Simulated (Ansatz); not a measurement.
# SrAl23N24: the cost of one run

Computed with Ansatz 0.2.0 (DFT, PBE, plane-wave PAW, default files, scalar-relativistic, as far as a step names no other, unless a step's input says otherwise).

The COD entry's cell or inner coordinates are ideal or old and differ from later refinements, so a difference from it is no clean test against experiment.

### 1 Starting point

It takes space group P1 (No. 1, triclinic). The conventional cell has a = 6.226 Å, b = 8.236 Å, c = 9.962 Å, α = 90.00°, β = 90.00°, γ = 100.89°. Sr (site symmetry 1) is surrounded by 4 N at 1.82 to 2.00 Å. Around Al (site symmetry 1) lie 4 N at 1.89 Å. Only part of the 48 independent sites is listed.

Coordinates:

```cif
data_structure
_symmetry_space_group_name_H-M 'P1'
_symmetry_Int_Tables_number 1
_cell_length_a 6.2260
_cell_length_b 8.2362
_cell_length_c 9.9620
_cell_angle_alpha 90.000
_cell_angle_beta 90.000
_cell_angle_gamma 100.893
_cell_volume 501.63
loop_
_atom_site_label
_atom_site_type_symbol
_atom_site_symmetry_multiplicity
_atom_site_Wyckoff_symbol
_atom_site_fract_x
_atom_site_fract_y
_atom_site_fract_z
_atom_site_occupancy
Sr1 Sr 1 a 0.77637 0.12544 0.00000 1
Al1 Al 1 a 0.77778 0.11111 0.50000 1
Al2 Al 1 a 0.27778 0.11111 0.00000 1
Al3 Al 1 a 0.27778 0.11111 0.50000 1
Al4 Al 1 a 0.11111 0.44444 0.00000 1
Al5 Al 1 a 0.11111 0.44444 0.50000 1
Al6 Al 1 a 0.61111 0.44444 0.00000 1
Al7 Al 1 a 0.61111 0.44444 0.50000 1
Al8 Al 1 a 0.44444 0.77778 0.00000 1
Al9 Al 1 a 0.44444 0.77778 0.50000 1
Al10 Al 1 a 0.94444 0.77778 0.00000 1
Al11 Al 1 a 0.94444 0.77778 0.50000 1
Al12 Al 1 a 0.05556 0.22222 0.25000 1
Al13 Al 1 a 0.05556 0.22222 0.75000 1
Al14 Al 1 a 0.55556 0.22222 0.25000 1
Al15 Al 1 a 0.55556 0.22222 0.75000 1
Al16 Al 1 a 0.38889 0.55556 0.25000 1
Al17 Al 1 a 0.38889 0.55556 0.75000 1
Al18 Al 1 a 0.88889 0.55556 0.25000 1
Al19 Al 1 a 0.88889 0.55556 0.75000 1
Al20 Al 1 a 0.72222 0.88889 0.25000 1
Al21 Al 1 a 0.72222 0.88889 0.75000 1
Al22 Al 1 a 0.22222 0.88889 0.25000 1
Al23 Al 1 a 0.22222 0.88889 0.75000 1
N1 N 1 a 0.77778 0.11111 0.19000 1
N2 N 1 a 0.77778 0.11111 0.69000 1
N3 N 1 a 0.27778 0.11111 0.19000 1
N4 N 1 a 0.27778 0.11111 0.69000 1
N5 N 1 a 0.11111 0.44444 0.19000 1
N6 N 1 a 0.11111 0.44444 0.69000 1
N7 N 1 a 0.61111 0.44444 0.19000 1
N8 N 1 a 0.61111 0.44444 0.69000 1
N9 N 1 a 0.44444 0.77778 0.19000 1
N10 N 1 a 0.44444 0.77778 0.69000 1
N11 N 1 a 0.94444 0.77778 0.19000 1
N12 N 1 a 0.94444 0.77778 0.69000 1
N13 N 1 a 0.05556 0.22222 0.44000 1
N14 N 1 a 0.05556 0.22222 0.94000 1
N15 N 1 a 0.55556 0.22222 0.44000 1
N16 N 1 a 0.55556 0.22222 0.94000 1
N17 N 1 a 0.38889 0.55556 0.44000 1
N18 N 1 a 0.38889 0.55556 0.94000 1
N19 N 1 a 0.88889 0.55556 0.44000 1
N20 N 1 a 0.88889 0.55556 0.94000 1
N21 N 1 a 0.72222 0.88889 0.44000 1
N22 N 1 a 0.72222 0.88889 0.94000 1
N23 N 1 a 0.22222 0.88889 0.44000 1
N24 N 1 a 0.22222 0.88889 0.94000 1
```

Atom 1 of the input is the impurity.

### 2 Relaxing the atoms in the given cell

Input file input.yaml:

```yaml
crystal:
  lattice:
    - [9.339, 0.0, 0.0]
    - [-3.113, 5.391874164, 0.0]
    - [0.0, 0.0, 9.962]
  atoms:
    - { symbol: Sr, position: [0.1254426893, 0.3490704984, 0.0], spin: 1.0 }
    - { symbol: Al, position: [0.1111111111, 0.3333333334, 0.5] }
    - { symbol: Al, position: [0.1111111111, 0.8333333334, 0.0] }
    - { symbol: Al, position: [0.1111111111, 0.8333333334, 0.5] }
    - { symbol: Al, position: [0.4444444444, 0.3333333334, 0.0] }
    - { symbol: Al, position: [0.4444444444, 0.3333333334, 0.5] }
    - { symbol: Al, position: [0.4444444444, 0.8333333334, 0.0] }
    - { symbol: Al, position: [0.4444444444, 0.8333333334, 0.5] }
    - { symbol: Al, position: [0.7777777778, 0.3333333334, 0.0] }
    - { symbol: Al, position: [0.7777777778, 0.3333333334, 0.5] }
    - { symbol: Al, position: [0.7777777778, 0.8333333334, 0.0] }
    - { symbol: Al, position: [0.7777777778, 0.8333333334, 0.5] }
    - { symbol: Al, position: [0.2222222222, 0.1666666666, 0.25] }
    - { symbol: Al, position: [0.2222222222, 0.1666666666, 0.75] }
    - { symbol: Al, position: [0.2222222222, 0.6666666666, 0.25] }
    - { symbol: Al, position: [0.2222222222, 0.6666666666, 0.75] }
    - { symbol: Al, position: [0.5555555556, 0.1666666666, 0.25] }
    - { symbol: Al, position: [0.5555555556, 0.1666666666, 0.75] }
    - { symbol: Al, position: [0.5555555556, 0.6666666666, 0.25] }
    - { symbol: Al, position: [0.5555555556, 0.6666666666, 0.75] }
    - { symbol: Al, position: [0.8888888889, 0.1666666666, 0.25] }
    - { symbol: Al, position: [0.8888888889, 0.1666666666, 0.75] }
    - { symbol: Al, position: [0.8888888889, 0.6666666666, 0.25] }
    - { symbol: Al, position: [0.8888888889, 0.6666666666, 0.75] }
    - { symbol: "N", position: [0.1111111111, 0.3333333334, 0.19] }
    - { symbol: "N", position: [0.1111111111, 0.3333333334, 0.69] }
    - { symbol: "N", position: [0.1111111111, 0.8333333334, 0.19] }
    - { symbol: "N", position: [0.1111111111, 0.8333333334, 0.69] }
    - { symbol: "N", position: [0.4444444444, 0.3333333334, 0.19] }
    - { symbol: "N", position: [0.4444444444, 0.3333333334, 0.69] }
    - { symbol: "N", position: [0.4444444444, 0.8333333334, 0.19] }
    - { symbol: "N", position: [0.4444444444, 0.8333333334, 0.69] }
    - { symbol: "N", position: [0.7777777778, 0.3333333334, 0.19] }
    - { symbol: "N", position: [0.7777777778, 0.3333333334, 0.69] }
    - { symbol: "N", position: [0.7777777778, 0.8333333334, 0.19] }
    - { symbol: "N", position: [0.7777777778, 0.8333333334, 0.69] }
    - { symbol: "N", position: [0.2222222222, 0.1666666666, 0.44] }
    - { symbol: "N", position: [0.2222222222, 0.1666666666, 0.94] }
    - { symbol: "N", position: [0.2222222222, 0.6666666666, 0.44] }
    - { symbol: "N", position: [0.2222222222, 0.6666666666, 0.94] }
    - { symbol: "N", position: [0.5555555556, 0.1666666666, 0.44] }
    - { symbol: "N", position: [0.5555555556, 0.1666666666, 0.94] }
    - { symbol: "N", position: [0.5555555556, 0.6666666666, 0.44] }
    - { symbol: "N", position: [0.5555555556, 0.6666666666, 0.94] }
    - { symbol: "N", position: [0.8888888889, 0.1666666666, 0.44] }
    - { symbol: "N", position: [0.8888888889, 0.1666666666, 0.94] }
    - { symbol: "N", position: [0.8888888889, 0.6666666666, 0.44] }
    - { symbol: "N", position: [0.8888888889, 0.6666666666, 0.94] }
magnetization:
  spin_polarized: true
kpoints:
  mp_grid: { grid: [3, 4, 2] }
scf:
  occupations: { method: fermi_dirac, width: 0.01 }
hamiltonian:
  xc: pbe
  pseudopotentials: { kind: paw }
output:
  forces: true
  stress: true
  populations: true
  efg:
    quadrupole_moments_barn: { Sr: 0.305, Al: 0.1466, "N": 0.02044 }
    contact_densities: true
relax:
  f_tol: 0.03
  max_steps: 40
```

Started as:

```bash
ansatz run input.yaml --threads 4 --pin off --max-ram 10240MiB --backend cpu --events-out ev --progress --plain --runs-dir out
```

Q: Estimate wall time and peak memory on 4 threads of Arm Neoverse V1, shared host.

About 8.8 min, with a peak of 2.9 GiB.
